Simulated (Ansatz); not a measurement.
Born–Oppenheimer molecular dynamics of a periodic cell of 17 atoms, Ta8HC8 (host TaC, host structure Fm-3m, interstitial H). It goes on from the last frame of an earlier run, with new velocities.

Method: DFT PBE, scalar-relativistic, plane waves, PAW (Ansatz). Settings: PAW set soft_1, cutoff 420 eV, k mesh 2x2x2, fermi-dirac smearing 0.1 eV, no spin polarisation.

| Property | Result |
| --- | --- |
| ensemble | NVT, Nosé–Hoover chain |
| time step | 0.5 fs |
| steps asked | 300 |
| set temperature | 1680 K |
| thermostat | time constant 50 fs, chain length 1 |
| seed | 151506 |

Frames 5 fs apart, positions in Å, forces in eV/Å.

Velocities at 45.0 fs (Å/ps):

```
Ta 1.52 2.46 -0.14
C -12.77 18.95 -2.94
Ta -0.70 -1.31 3.33
C -17.00 12.74 18.80
Ta -2.13 -0.95 0.55
C -9.13 -25.26 0.51
Ta 0.95 0.23 -0.28
C -1.70 0.54 -0.77
Ta -0.75 0.52 -0.42
C 10.08 5.06 7.39
Ta 0.24 -0.06 -0.60
C -1.54 -7.63 -1.38
Ta 3.03 1.76 -2.67
C 25.22 0.59 -10.18
Ta -0.99 -2.44 -0.12
C -4.42 -8.87 -4.80
H -76.92 7.53 -15.10
```

```xyz
17
Lattice="0.0000 4.4540 4.4540 4.4540 0.0000 4.4540 4.4540 4.4540 0.0000" Properties=species:S:1:pos:R:3:forces:R:3 time_fs=45.0 energy_less_start_eV=1.156 T=1365
Ta -0.005 0.150 0.029 0.62 -0.37 -0.53
C 2.275 2.276 2.086 -0.99 -1.70 2.30
Ta 2.469 2.330 0.000 -2.59 0.11 -2.44
C 4.361 4.367 2.138 0.98 1.38 1.43
Ta 2.297 0.147 2.176 -1.06 -2.14 -1.31
C 4.595 2.369 4.388 -1.26 -2.86 1.62
Ta 4.391 2.171 2.301 0.63 2.32 0.48
C 6.690 4.532 4.258 0.05 -1.80 2.59
Ta 0.051 2.235 2.225 -1.21 -0.66 -0.83
C 2.198 4.308 4.462 0.29 2.21 -0.15
Ta 2.153 4.277 2.336 1.36 3.32 -1.18
C 4.488 6.774 4.573 -0.04 -0.65 -2.36
Ta 2.097 2.155 4.400 1.20 0.46 0.90
C 4.458 4.410 6.577 -0.82 0.20 1.38
Ta 4.360 4.346 4.377 0.81 1.56 -0.95
C 6.726 6.697 6.669 0.24 0.12 0.47
H 5.405 5.593 5.953 1.78 -1.51 -1.41
17
Lattice="0.0000 4.4540 4.4540 4.4540 0.0000 4.4540 4.4540 4.4540 0.0000" Properties=species:S:1:pos:R:3:forces:R:3 time_fs=50.0 energy_less_start_eV=0.920 T=1547
Ta 0.003 0.162 0.028 0.43 -1.87 -0.16
C 2.205 2.346 2.094 0.40 -4.01 1.96
Ta 2.463 2.324 0.015 -2.50 -0.07 -2.57
C 4.290 4.442 2.241 2.33 0.22 -0.70
Ta 2.286 0.141 2.178 -0.56 -1.55 -0.65
C 4.537 2.223 4.406 -0.79 0.58 1.19
Ta 4.396 2.174 2.300 1.10 1.87 -0.17
C 6.682 4.518 4.280 0.33 -1.50 2.14
Ta 0.046 2.237 2.222 -1.77 -0.52 -0.61
C 2.248 4.354 4.495 -0.91 1.57 -0.80
Ta 2.155 4.279 2.333 2.07 4.45 -0.40
C 4.480 6.731 4.543 0.08 -0.09 -1.83
Ta 2.113 2.164 4.387 0.94 0.09 1.16
C 4.569 4.417 6.542 -2.93 0.62 1.92
Ta 4.356 4.334 4.376 1.16 0.11 -0.90
C 6.705 6.656 6.650 0.03 0.68 0.59
H 5.228 5.413 5.695 0.59 -0.59 -0.18
17
Lattice="0.0000 4.4540 4.4540 4.4540 0.0000 4.4540 4.4540 4.4540 0.0000" Properties=species:S:1:pos:R:3:forces:R:3 time_fs=55.0 energy_less_start_eV=1.743 T=1222
Ta 0.012 0.172 0.027 0.09 -4.22 0.23
C 2.140 2.340 2.141 1.63 -3.88 0.86
Ta 2.455 2.317 0.027 -2.40 -0.26 -1.86
C 4.263 4.524 2.332 2.89 -1.03 -2.72
Ta 2.274 0.133 2.179 -0.33 -1.31 0.29
C 4.463 2.086 4.448 0.05 4.25 0.11
Ta 4.402 2.179 2.299 1.10 1.52 -0.72
C 6.681 4.473 4.345 0.58 -0.79 1.04
Ta 0.039 2.239 2.219 -2.25 0.00 -0.17
C 2.282 4.433 4.514 -1.83 0.46 -1.10
Ta 2.160 4.287 2.328 2.57 4.00 -0.01
C 4.474 6.685 4.476 0.30 0.36 -0.48
Ta 2.131 2.174 4.375 0.13 -0.27 1.46
C 4.625 4.435 6.543 -4.17 0.34 1.62
Ta 4.353 4.322 4.373 -0.19 -2.02 -1.32
C 6.685 6.626 6.643 -0.12 1.04 0.60
H 5.295 5.109 5.409 1.96 1.80 2.18
17
Lattice="0.0000 4.4540 4.4540 4.4540 0.0000 4.4540 4.4540 4.4540 0.0000" Properties=species:S:1:pos:R:3:forces:R:3 time_fs=60.0 energy_less_start_eV=1.406 T=1456
Ta 0.021 0.176 0.026 0.26 -5.79 0.11
C 2.107 2.259 2.207 2.41 -1.52 -0.35
Ta 2.442 2.309 0.037 -2.13 -0.47 -1.01
C 4.292 4.587 2.373 2.49 -2.05 -3.25
Ta 2.260 0.122 2.180 -0.15 -1.53 0.96
C 4.388 2.029 4.494 0.84 6.54 -0.65
Ta 4.410 2.187 2.297 0.80 1.16 -0.73
C 6.690 4.412 4.433 0.15 0.44 -0.02
Ta 0.029 2.241 2.215 -2.46 0.50 -0.01
C 2.281 4.523 4.512 -1.56 -0.82 -0.86
Ta 2.169 4.301 2.324 2.31 2.03 0.52
C 4.473 6.644 4.398 0.29 0.52 1.04
Ta 2.149 2.183 4.365 -0.45 -0.13 1.91
C 4.601 4.461 6.579 -3.70 -0.09 1.54
Ta 4.350 4.308 4.369 0.84 -0.76 1.29
C 6.662 6.617 6.647 0.12 1.30 0.68
H 5.716 5.117 5.484 -0.04 0.66 -1.17
17
Lattice="0.0000 4.4540 4.4540 4.4540 0.0000 4.4540 4.4540 4.4540 0.0000" Properties=species:S:1:pos:R:3:forces:R:3 time_fs=65.0 energy_less_start_eV=0.815 T=1835
Ta 0.031 0.173 0.025 0.32 -3.97 0.00
C 2.120 2.146 2.267 2.02 1.56 -1.61
Ta 2.427 2.301 0.046 -1.63 -0.70 -0.34
C 4.371 4.611 2.351 1.19 -2.65 -2.61
Ta 2.247 0.109 2.183 -0.19 -2.30 1.09
C 4.327 2.095 4.529 1.67 3.99 -1.24
Ta 4.420 2.197 2.294 0.56 0.72 -0.71
C 6.703 4.359 4.522 -0.30 1.91 -1.25
Ta 0.015 2.243 2.211 -1.86 1.06 0.03
C 2.249 4.599 4.492 -0.71 -2.00 -0.35
Ta 2.180 4.317 2.320 0.68 0.43 1.00
C 4.477 6.613 4.338 0.09 0.77 2.24
Ta 2.167 2.193 4.358 -0.59 1.54 1.16
C 4.503 4.486 6.644 -1.39 -0.52 0.61
Ta 4.348 4.292 4.367 0.43 0.18 1.72
C 6.641 6.634 6.665 0.28 1.00 0.63
H 6.198 5.307 5.370 -0.56 -1.01 -0.37
17
Lattice="0.0000 4.4540 4.4540 4.4540 0.0000 4.4540 4.4540 4.4540 0.0000" Properties=species:S:1:pos:R:3:forces:R:3 time_fs=70.0 energy_less_start_eV=1.033 T=1832
Ta 0.042 0.164 0.024 0.18 -1.69 -0.05
C 2.173 2.060 2.298 0.79 3.96 -2.13
Ta 2.409 2.292 0.055 -1.16 -0.77 -0.06
C 4.476 4.583 2.277 -0.66 -2.28 -1.02
Ta 2.232 0.093 2.188 -0.37 -3.10 0.54
C 4.298 2.242 4.540 2.41 -0.65 -1.40
Ta 4.430 2.208 2.290 0.49 0.41 -0.68
C 6.710 4.339 4.589 -0.36 0.76 -3.21
Ta -0.002 2.247 2.207 -1.05 0.91 0.33
C 2.202 4.638 4.466 0.26 -2.73 0.19
Ta 2.194 4.335 2.317 -0.24 -0.29 1.75
C 4.484 6.597 4.321 -0.10 0.95 2.54
Ta 2.185 2.205 4.351 -1.37 3.39 0.58
C 4.375 4.501 6.724 1.29 -0.78 -0.64
Ta 4.346 4.276 4.366 0.12 2.34 1.34
C 6.626 6.670 6.696 0.46 0.18 0.11
H 6.553 5.234 5.201 -0.70 -0.59 1.80
17
Lattice="0.0000 4.4540 4.4540 4.4540 0.0000 4.4540 4.4540 4.4540 0.0000" Properties=species:S:1:pos:R:3:forces:R:3 time_fs=75.0 energy_less_start_eV=1.811 T=1550
Ta 0.053 0.153 0.023 -0.30 -0.67 -0.26
C 2.244 2.048 2.287 -0.45 4.07 -1.64
Ta 2.389 2.281 0.064 -0.69 -0.25 -0.02
C 4.571 4.510 2.180 -2.62 -0.93 0.93
Ta 2.217 0.072 2.193 -0.41 -2.76 0.19
C 4.316 2.379 4.524 2.22 -5.14 -0.92
Ta 4.442 2.219 2.284 0.58 0.04 -0.94
C 6.709 4.333 4.590 -0.96 1.35 -2.68
Ta -0.021 2.252 2.203 -0.35 0.25 0.92
C 2.159 4.623 4.442 1.18 -2.66 0.82
Ta 2.207 4.353 2.317 -0.88 -2.21 3.91
C 4.489 6.599 4.353 -0.16 0.93 1.86
Ta 2.202 2.222 4.345 -1.72 1.26 1.38
C 4.268 4.501 6.793 3.35 -0.90 -1.58
Ta 4.344 4.263 4.367 0.30 5.75 0.94
C 6.619 6.711 6.731 0.68 -0.40 -0.28
H 6.763 5.125 5.411 0.22 2.29 -2.62
17
Lattice="0.0000 4.4540 4.4540 4.4540 0.0000 4.4540 4.4540 4.4540 0.0000" Properties=species:S:1:pos:R:3:forces:R:3 time_fs=80.0 energy_less_start_eV=1.812 T=1639
Ta 0.064 0.141 0.022 -0.85 -0.40 -0.61
C 2.308 2.116 2.244 -1.61 2.34 -0.78
Ta 2.367 2.270 0.072 -0.33 0.03 -0.29
C 4.616 4.415 2.099 -3.69 0.57 2.46
Ta 2.201 0.047 2.198 -0.03 -1.32 0.64
C 4.378 2.421 4.489 1.48 -6.94 -0.20
Ta 4.454 2.231 2.278 0.87 -0.65 -1.17
C 6.690 4.343 4.529 -0.89 1.77 -1.38
Ta -0.041 2.257 2.201 0.27 -0.09 1.30
C 2.139 4.556 4.433 1.68 -1.54 0.85
Ta 2.220 4.369 2.321 -0.66 -0.05 -0.49
C 4.492 6.620 4.423 -0.13 0.70 0.51
Ta 2.217 2.241 4.341 -2.39 1.88 -0.40
C 4.224 4.483 6.833 4.17 -0.67 -2.17
Ta 4.343 4.257 4.370 0.69 7.49 0.87
C 6.626 6.746 6.761 0.68 -0.72 -0.51
H 7.002 5.476 5.355 0.75 -2.42 1.37
17
Lattice="0.0000 4.4540 4.4540 4.4540 0.0000 4.4540 4.4540 4.4540 0.0000" Properties=species:S:1:pos:R:3:forces:R:3 time_fs=85.0 energy_less_start_eV=0.615 T=2325
Ta 0.074 0.127 0.020 -1.19 -0.63 -0.98
C 2.341 2.232 2.184 -2.26 -0.14 0.80
Ta 2.344 2.258 0.081 -0.13 0.18 -0.76
C 4.590 4.329 2.064 -2.82 1.83 3.22
Ta 2.184 0.020 2.205 0.66 0.21 0.59
C 4.473 2.331 4.449 0.41 -3.46 0.23
Ta 4.468 2.243 2.269 1.09 -1.68 -0.85
C 6.653 4.388 4.440 -0.49 0.57 0.02
Ta -0.061 2.263 2.200 0.54 -0.31 1.10
C 2.150 4.455 4.440 1.41 0.05 0.58
Ta 2.232 4.385 2.325 -0.81 0.53 -1.39
C 4.491 6.654 4.506 -0.05 0.03 -1.09
Ta 2.229 2.263 4.336 -1.52 -0.48 0.54
C 4.261 4.451 6.830 3.29 -0.33 -2.34
Ta 4.343 4.261 4.374 1.08 5.08 1.12
C 6.646 6.767 6.781 0.40 -1.13 -0.84
H 7.416 5.456 5.432 0.39 -0.34 0.03
17
Lattice="0.0000 4.4540 4.4540 4.4540 0.0000 4.4540 4.4540 4.4540 0.0000" Properties=species:S:1:pos:R:3:forces:R:3 time_fs=90.0 energy_less_start_eV=0.697 T=2407
Ta 0.083 0.113 0.016 -0.53 -2.43 -2.09
C 2.331 2.349 2.138 -1.80 -2.38 1.86
Ta 2.321 2.246 0.089 0.31 0.04 -1.07
C 4.510 4.277 2.092 -0.44 2.50 3.16
Ta 2.167 -0.008 2.213 1.03 0.82 0.24
C 4.576 2.171 4.412 -1.21 1.36 0.66
Ta 4.484 2.252 2.260 0.85 -2.48 -0.68
C 6.606 4.447 4.349 0.25 -0.14 1.38
Ta -0.081 2.268 2.200 1.06 -0.42 0.90
C 2.189 4.354 4.459 0.63 2.20 0.22
Ta 2.243 4.403 2.328 -1.16 1.72 -1.74
C 4.490 6.691 4.568 -0.04 -0.62 -2.37
Ta 2.240 2.285 4.332 -1.03 -2.16 0.45
C 4.364 4.412 6.782 1.43 0.18 -1.71
Ta 4.344 4.271 4.380 1.66 2.31 1.08
C 6.675 6.766 6.784 0.04 -1.42 -1.20
H 7.925 5.295 5.619 -1.04 0.90 0.92
17
Lattice="0.0000 4.4540 4.4540 4.4540 0.0000 4.4540 4.4540 4.4540 0.0000" Properties=species:S:1:pos:R:3:forces:R:3 time_fs=95.0 energy_less_start_eV=1.781 T=1973
Ta 0.091 0.094 0.009 -0.67 -3.99 -1.73
C 2.286 2.422 2.128 -0.80 -3.75 1.98
Ta 2.297 2.235 0.096 0.90 -0.04 -1.28
C 4.417 4.274 2.182 1.48 2.92 1.51
Ta 2.152 -0.036 2.221 1.22 0.80 -0.13
C 4.658 2.032 4.388 -2.64 4.71 0.98
Ta 4.502 2.259 2.249 0.58 -2.78 -0.86
C 6.562 4.504 4.282 1.19 -0.62 2.55
Ta -0.099 2.274 2.202 2.19 0.86 1.48
C 2.242 4.295 4.483 -0.40 3.88 -0.14
Ta 2.253 4.423 2.328 -1.73 2.47 -1.42
C 4.488 6.716 4.586 -0.14 -0.88 -2.70
Ta 2.249 2.305 4.328 -0.86 -3.45 0.41
C 4.498 4.377 6.698 -0.77 0.98 -0.40
Ta 4.348 4.285 4.387 2.16 1.27 1.27
C 6.705 6.737 6.765 -0.56 -1.02 -1.05
H 8.236 5.274 5.963 -1.15 -1.35 -0.45
17
Lattice="0.0000 4.4540 4.4540 4.4540 0.0000 4.4540 4.4540 4.4540 0.0000" Properties=species:S:1:pos:R:3:forces:R:3 time_fs=100.0 energy_less_start_eV=2.558 T=1665
Ta 0.099 0.070 0.001 -0.53 -4.30 -1.59
C 2.223 2.422 2.155 0.22 -3.74 1.28
Ta 2.274 2.222 0.101 1.46 0.07 -1.01
C 4.354 4.324 2.305 4.62 -0.52 0.59
Ta 2.138 -0.063 2.229 1.18 0.88 -0.31
C 4.690 1.981 4.383 -3.40 5.36 1.15
Ta 4.520 2.262 2.236 0.27 -2.25 -0.92
C 6.542 4.550 4.265 1.73 -1.09 2.78
Ta -0.116 2.280 2.206 2.41 1.04 0.88
C 2.288 4.311 4.505 -1.36 3.76 -0.34
Ta 2.260 4.447 2.326 -2.81 1.45 -0.88
C 4.482 6.725 4.551 -0.22 -0.83 -2.03
Ta 2.257 2.321 4.325 -0.76 -3.76 0.56
C 4.620 4.359 6.605 -2.79 1.31 1.15
Ta 4.354 4.301 4.396 2.40 0.96 2.02
C 6.725 6.687 6.724 -1.11 -0.23 -0.60
H 8.278 5.058 6.224 -1.33 1.88 -2.71
```

Of the whole run (150 fs, mean temperature of the second half 2098 K): The conserved energy stayed within 0.28 meV per atom of its start (net change 0.12 meV per atom), so the integration is sound. The mean temperature of the second half is 25 % above the set value. A run of 0.15 ps of so small a system gives no equilibrium averages. Limits of this set-up: coarse k mesh, odd electron count without spin.

The run took 24 min on 1 thread of Arm Neoverse V1 (shared host), peak memory 0.6 GiB.
